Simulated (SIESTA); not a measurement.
Mg6SiB:

```
Si Mg B
1.0
     3.97571    0.00000    0.00000
     0.00000    3.89167    4.93801
     0.00000   -3.89167    4.93801
Si Mg B
1 6 1
Cartesian
  0.0000 0.0000 9.3476
  1.9879 0.0000 1.3862
  1.9879 -2.1849 3.7819
  1.9879 2.1849 3.7819
  0.0000 0.0000 3.6676
  0.0000 -1.4376 6.2111
  0.0000 1.4376 6.2111
  1.9879 0.0000 5.1167
```

The cell comes from a database or a generator and needn't be the stable form of this composition.

| Quantity | Value |
| --- | --- |
| Program | SIESTA 5.4.2 |
| Task | single point |
| Functional | PBEsol |
| Potentials or basis | PseudoDojo 0.4 standard (PBEsol files) |
| Basis | DZP (energy shift 0.003 Ry; two zetas on semicore shells) |
| Grid cutoff | 800 Ry |
| Energy shift | 0.003 Ry |
| k mesh | 7 × 5 × 5 |
| Occupations | fermi-dirac, width 0.05 eV |
| Spin | no spin polarisation |

On this cell: pressure 0.9 GPa; largest force 0.288 eV/Å; band gap on the k mesh none (metal or under the smearing width).

The same run follows on a disturbed copy (atoms moved at random, drawn with an rms of 0.05 Å):

```xyz
8
Lattice="3.9757 0.0000 0.0000 0.0000 3.8917 4.9380 0.0000 -3.8917 4.9380" Properties=species:S:1:pos:R:3 pbc="T T T"
Si   -0.0128    0.0076    9.3190
Mg    2.0602   -0.0191    1.4009
Mg    2.0242   -2.1904    3.7637
Mg    2.0201    2.2237    3.7687
Mg   -0.0630    0.0113    3.6823
Mg    0.0098   -1.4209    6.2752
Mg   -0.0531    1.4177    6.2212
B     2.0525    0.0360    5.1315
```

What changes?

The energy (extrapolated to zero smearing) moves by +10.5 meV/atom; pressure 0.9 GPa; largest force 0.790 eV/Å; band gap on the k mesh none (metal or under the smearing width).

Forces on the atoms (eV/Å):
```
Si   0.490  0.039  0.139
Mg  -0.426  0.092  0.053
Mg  -0.344  0.051 -0.023
Mg  -0.324 -0.136 -0.111
Mg   0.741 -0.030 -0.274
Mg   0.112 -0.194 -0.095
Mg   0.273  0.279  0.123
B   -0.523 -0.094  0.185
```

Stress tensor (GPa, compression positive):
```
 1.13 -0.16 -0.11
-0.16  1.70  0.04
-0.11  0.04  0.00
```

Caveats: the basis of atomic orbitals isn't converged, which shifts pressures, moduli and gaps.
